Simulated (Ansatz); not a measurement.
# C6H15ClO3Ti: up Jacob's ladder to CCSD(T)

One table from this session's results is given with a row withheld; the runs are named, their logs left out.

Computed with Ansatz 0.2.0, Gaussian basis. Level: functionals in def2-TZVPP, the program's frozen cores in correlated methods.

Levels to be run: LDA (SPW92), PBE-D4, revPBE-D4, BLYP-D4, r2SCAN-D4, B97M-V, PBE0-D4, B3LYP-D4, r2SCANh-D4, r2SCAN0-D4, HSE06-D4, BHLYP-D4, CAM-B3LYP-D4, LC-ωPBE, ωB97X-V, ωB97M-V, B2PLYP, PBE-QIDH; CCSD(T)/def2-SVP; CCSD(T)/def2-TZVPP; MP2/def2-QZVPP; extrapolation to the limit; RPA on PBE.

### The geometry

The geometry comes from an earlier relaxation with PBE0-D4 in a triple-zeta def2 set; it is a stationary point, not always the lowest conformer.

SMILES `CC[O][Ti]([Cl])([O]CC)[O]CC`, 26 atoms, charge 0, spin multiplicity 1.

Atoms are counted from 1 here; the program's logs count them from 0.

Bond lengths: C1–C2 1.512 Å, C1–H12 1.092 Å, C1–H13 1.093 Å, C1–H14 1.093 Å, C2–O3 1.397 Å, C2–H15 1.096 Å, C2–H16 1.097 Å, O3–Ti4 1.767 Å, Ti4–Cl5 2.242 Å, Ti4–O6 1.767 Å, Ti4–O9 1.767 Å, O6–C7 1.397 Å, C7–C8 1.512 Å, C7–H17 1.096 Å, C7–H18 1.097 Å, C8–H19 1.093 Å, C8–H20 1.093 Å, C8–H21 1.092 Å and more. Angles: C2–C1–H12 110.7°, C2–C1–H13 110.7°, C2–C1–H14 110.2°, H12–C1–H13 108.3°, H12–C1–H14 108.5°, H13–C1–H14 108.3°, C1–C2–O3 112.2°, C1–C2–H15 110.4°, C1–C2–H16 110.4°, O3–C2–H15 108.2°, O3–C2–H16 108.2°, H15–C2–H16 107.3°, C2–O3–Ti4 152.0°, O3–Ti4–Cl5 110.3°, O3–Ti4–O6 108.7°, O3–Ti4–O9 108.7°, Cl5–Ti4–O6 110.3°, Cl5–Ti4–O9 110.3° and more.

Set-up of the first run:

Contents of in.yaml:

```yaml
crystal:
  periodic: [false, false, false]
  atoms:
    - {symbol: C, position_ang: [-1.016844, 1.031963, 2.401562]}
    - {symbol: C, position_ang: [-1.326330, -0.447324, 2.344103]}
    - {symbol: O, position_ang: [-0.443336, -1.138785, 1.511215]}
    - {symbol: Ti, position_ang: [0.972835, -1.212490, 0.457315]}
    - {symbol: Cl, position_ang: [2.323470, -2.887635, 1.087122]}
    - {symbol: O, position_ang: [1.827654, 0.330715, 0.550585]}
    - {symbol: C, position_ang: [2.241834, 1.548672, 0.006411]}
    - {symbol: C, position_ang: [1.685579, 1.771925, -1.382095]}
    - {symbol: O, position_ang: [0.428366, -1.457890, -1.205310]}
    - {symbol: C, position_ang: [-0.569335, -1.541587, -2.179285]}
    - {symbol: C, position_ang: [-1.941127, -1.239735, -1.618561]}
    - {symbol: H, position_ang: [-0.003087, 1.200389, 2.770395]}
    - {symbol: H, position_ang: [-1.100216, 1.483571, 1.409942]}
    - {symbol: H, position_ang: [-1.718202, 1.537979, 3.069398]}
    - {symbol: H, position_ang: [-1.268404, -0.889472, 3.345551]}
    - {symbol: H, position_ang: [-2.345962, -0.611268, 1.973978]}
    - {symbol: H, position_ang: [3.337829, 1.558397, -0.014298]}
    - {symbol: H, position_ang: [1.921517, 2.352239, 0.681130]}
    - {symbol: H, position_ang: [2.038158, 2.726460, -1.780256]}
    - {symbol: H, position_ang: [0.593128, 1.790162, -1.363101]}
    - {symbol: H, position_ang: [2.002932, 0.975287, -2.057938]}
    - {symbol: H, position_ang: [-0.321826, -0.839209, -2.984896]}
    - {symbol: H, position_ang: [-0.544626, -2.550340, -2.607765]}
    - {symbol: H, position_ang: [-1.979715, -0.224904, -1.215057]}
    - {symbol: H, position_ang: [-2.696400, -1.326154, -2.403462]}
    - {symbol: H, position_ang: [-2.192389, -1.936766, -0.816583]}
basis:
  gaussian: {orbitals: def2-TZVPP}
hamiltonian: {xc: lda}
output: {orbitals: {seedname: orbitals}}
```

Run with:

```sh
ansatz run in.yaml --threads 11 --pin off --events-out ev --progress --plain --max-ram 174080MiB --backend cuda --devices 0, --max-vram 75GiB
```

Steps of the session up to this table: LDA; PBE-D4 (GGA); revPBE-D4 (GGA); BLYP-D4 (GGA); r2SCAN-D4 (meta-GGA); B97M-V (meta-GGA); PBE0-D4 (hybrid); B3LYP-D4 (hybrid); r2SCANh-D4 (hybrid); r2SCAN0-D4 (hybrid); HSE06-D4 (hybrid); BHLYP-D4 (hybrid); CAM-B3LYP-D4 (range-separated); LC-ωPBE (range-separated); ωB97X-V (range-separated); ωB97M-V (range-separated); B2PLYP (double hybrid); PBE-QIDH (double hybrid).

One of the session's tables, all rows but one given; the rest of the session is left out.

It belongs to the step «Orbital energies across the functionals». 

| functional | HOMO (eV) | gap (eV) |
| --- | --- | --- |
| LDA (SPW92) | -6.68 | 4.45 |
| PBE-D4 | -6.53 | 4.50 |
| revPBE-D4 | -6.46 | 4.51 |
| BLYP-D4 | ? | ? |
| r2SCAN-D4 | -6.85 | 4.87 |
| B97M-V | -6.99 | 4.96 |
| PBE0-D4 | -8.01 | 6.88 |
| B3LYP-D4 | -7.74 | 6.36 |
| r2SCANh-D4 | -7.41 | 5.78 |
| r2SCAN0-D4 | -8.25 | 7.17 |
| HSE06-D4 | -7.61 | 6.10 |
| BHLYP-D4 | -9.35 | 9.32 |
| CAM-B3LYP-D4 | -9.37 | 9.34 |
| LC-ωPBE | -10.73 | 11.82 |
| ωB97X-V | -10.40 | 11.45 |
| ωB97M-V | -10.29 | 11.32 |

**Question.** Estimate the row for BLYP-D4.

Worked estimate for «HOMO (eV)». Against the share of exact exchange, B3LYP-D4 (0.2, -7.74), BHLYP-D4 (0.5, -9.35) give a slope of -5.37 per unit share; at 0 the line stands at -6.67.

The run gave: HOMO (eV): -6.43; gap (eV): 4.50. In «HOMO (eV)» the line misses by -0.24.
